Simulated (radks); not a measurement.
**Taking charge from the 6s level of Tb⁺ in fractions**

The task here is to estimate one member of a computed series from the others.

Program: radks (a radial shooting solver on a logarithmic mesh, Libxc functionals) version 1. Level of theory: Dirac Kohn-Sham, LDA (Slater exchange, Perdew-Wang correlation), spin-unpolarised, spherical densities, finite nucleus; open shells fill j = l - 1/2 first. These are calculated values, not measurements, unless marked.

**Starting point**

```
element            : terbium (Z = 65)
charge             : +1
electrons          : 64
configuration      : [Xe] 4f9 6s1
nuclear rms radius : 5.06 fm
```

Set-up of the first run:

Settings of this run:

```text
Z 65
configuration [Xe] 4f9 6s1
relativity Dirac
functional lda,pw
spin unpolarised
j_filling energy
nucleus finite rms 5.06 fm
c 137.035999084
```

Steps of the session up to this table: Start: [Xe] 4f9 6s1.

One table of the session follows, with a row left open; its other results are not shown here.

It belongs to the step «Start: [Xe] 4f9 6s1». From the orbitals of this run (lengths in bohr):

| level | <r> | outermost maximum (interpolated) | 90 % within | nodes |
| --- | --- | --- | --- | --- |
| 4d3/2 | 0.6181 | 0.542 | 0.931 | 1 |
| 4d5/2 | ? | ? | ? | ? |
| 5s1/2 | 1.327 | 1.18 | 1.92 | 4 |
| 5p1/2 | 1.499 | 1.29 | 2.21 | 3 |
| 5p3/2 | 1.605 | 1.38 | 2.37 | 3 |
| 4f5/2 | 0.8943 | 0.552 | 1.57 | 0 |
| 4f7/2 | 0.9144 | 0.558 | 1.61 | 0 |
| 6s1/2 | 3.718 | 3.26 | 5.40 | 5 |

Q: Estimate the row for 4d5/2 from the others.

The run gave: <r>: 0.6290; outermost maximum (interpolated): 0.551; 90 % within: 0.947; nodes: 1. In the column «<r>» it lies between 4d3/2 (0.6181) and 4f5/2 (0.8943).
